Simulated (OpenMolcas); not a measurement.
# Ir²⁺ among point charges: CASSCF and CASPT2 levels and susceptibility

How does a field of 2 point charges split the states of Ir²⁺, and what χT follows?

The numbers are computed with OpenMolcas 26.06 (state-averaged CASSCF and CASPT2, spin-orbit coupling by RASSI with atomic mean-field integrals), except any that are marked as measured or tabulated.

## (1) What is computed

* Species: Ir²⁺ (iridium, Z = 77, 75 electrons)
* Basis: ANO-RCC-VDZP [7s6p4d2f], 59 functions
* Scalar Hamiltonian: DKH2, point nucleus
* Inactive shells: 1s 2s 2p 3s 3p 3d 4s 4p 4d 4f 5s 5p
* Active space: 7 electrons in 5 orbitals (5d)
* Some configurations of this space: 5d⁷
* Orbitals: optimised for each spin and parity, averaged over all roots

The outer shells:

5d7
```
5d [↑↓][↑↓][↑ ][↑ ][↑ ]
```

The ion sits among 2 point charges of -1.5 e arranged as a linear pair (D∞h), 2.32 Å from the ion.

The work runs as a chain of OpenMolcas steps in one folder; each step below is one input file. Labels, J, g values, rates, χT and fits are worked out afterwards by a script from the matrices that RASSI stores. The input lists half of the charges; inversion (Group=XYZ) makes the rest.

## (2) GATEWAY and SEWARD: basis and integrals

File a.inp:

```
&GATEWAY
Coord
1

Ir 0.0 0.0 0.0
Basis=ANO-RCC-VDZP
Group=XYZ
NoMove
AngMom=0.0 0.0 0.0
AMFI
XField
1 Angstrom 0
0.000000 0.000000 2.320000 -1.500000
&SEWARD
```

Command:

```bash
$ OMP_NUM_THREADS=1 MOLCAS_MEM=1689 MOLCAS_PROJECT=a pymolcas a.inp > a.log
```

## (3) CASSCF: quartets of even parity, 10 roots

File a.inp:

```
&RASSCF
FileOrb=start.orb
Symmetry=1
Spin=4
nActEl=7 0 0
Inactive=15 19
Ras2=5 0
CIRoot=10 10 1
SDav=10
CIMx=300
Iter=120 100
PrWF=0.3
OrbListing=Nothing
MaxOrb=0
>>> COPY $Project.JobIph JOB001
```

start.orb holds the contracted functions of the basis, ordered by shell, or the orbitals of the step before.

## (4) Reference wave functions, doublets of even parity, 40 roots

File a.inp:

```
&RASSCF
FileOrb=start.orb
Symmetry=1
Spin=2
nActEl=7 0 0
Inactive=15 19
Ras2=5 0
CIRoot=40 40 1
SDav=40
CIMx=300
Iter=120 100
PrWF=0.3
OrbListing=Nothing
MaxOrb=0
>>> COPY $Project.JobIph JOB002
```

## (5) State interaction with spin-orbit coupling

File a.inp:

```
&RASSI
NrOfJobIphs=2 10 40
1 2 3 4 5 6 7 8 9 10
1 2 3 4 5 6 7 8 9 10 11 12 13 14 15 16 17 18 19 20 21 22 23 24 25 26 27
28 29 30 31 32 33 34 35 36 37 38 39 40
IphNames
JOB001
JOB002
EJob
SpinOrbit
DIPRint=1.0
SOCoupling=1000.0
Subsets=2
Property=9
'ANGMOM' 1 'ANGMOM' 2 'ANGMOM' 3 'MLTPL  1' 1 'MLTPL  1' 2 'MLTPL  1' 3
'AMFI' 1 'AMFI' 2 'AMFI' 3
SOProperty=3
'ANGMOM' 1 'ANGMOM' 2 'ANGMOM' 3
```

## (6) CASPT2: IPEA 0.25, imaginary shift 0.1 (closed shells correlated: 5s 5p)

File a.inp:

```
>>> COPY JOB001 $Project.JobIph
&CASPT2
Multistate=10 1 2 3 4 5 6 7 8 9 10
NoMult
Frozen=14 16
IPEA=0.25
Imaginary=0.1
MaxIter=60
WThr=0.0 0.3 0.05
PrWF=0.5
NoMix
>>> COPY JOB002 $Project.JobIph
&CASPT2
Multistate=40 1 2 3 4 5 6 7 8 9 10 11 12 13 14 15 16 17 18 19 20 21 22
23 24 25 26 27 28 29 30 31 32 33 34 35 36 37 38 39 40
NoMult
Frozen=14 16
IPEA=0.25
Imaginary=0.1
MaxIter=60
WThr=0.0 0.3 0.05
PrWF=0.5
NoMix
```

(Steps that only read results are left out.)

**Question.** What will these runs give? Wanted: spin-free ground state; first state of the same spin within the active space; lowest level; next level.

As calculated:

| quantity | value |
| --- | --- |
| method | SS-CASPT2, IPEA 0.25, imaginary shift 0.1 (closed shells correlated: 5s 5p) |
| spin-free ground state | 4Phi, 2-fold in its orbital part |
| first state of the same spin within the active space | 4Sigma at 34.5 cm⁻¹ |
| lowest level | 2-fold, g = 0.00, 0.00, 11.80 |
| next level | 234.9 cm⁻¹ |
| χT at 300 K | 4.95 cm³ K/mol |
| effective moment at 300 K | 6.29 μB |

Cost by method:

```tsv
method	time of its own steps	time with the reference
A. CASSCF	11 s	11 s
B. SS-CASPT2, IPEA 0.25, imaginary shift 0.1, +5s 5p	4.4 s	15 s
```

Times are of one thread on a shared host.

The spin-free ground state (4Phi) comes to 100 % from free-ion F terms and keeps the highest spin of the shell. χT at 300 K is 4.95, against 1.88 cm³ K/mol for the spin alone, so orbital moment adds to it. An active space of the d shell alone favours high spin; real ions in strong fields can be low spin. CASPT2 does not keep the components of a term degenerate, and the means are used. The field of point charges can differ much from that of real complexes. With metal d orbitals alone active, the gaps between spin states are rough; where two lie within a few thousand cm-1, their order is open. Point charges carry no covalency, so the field is a model and not that of real ligands.
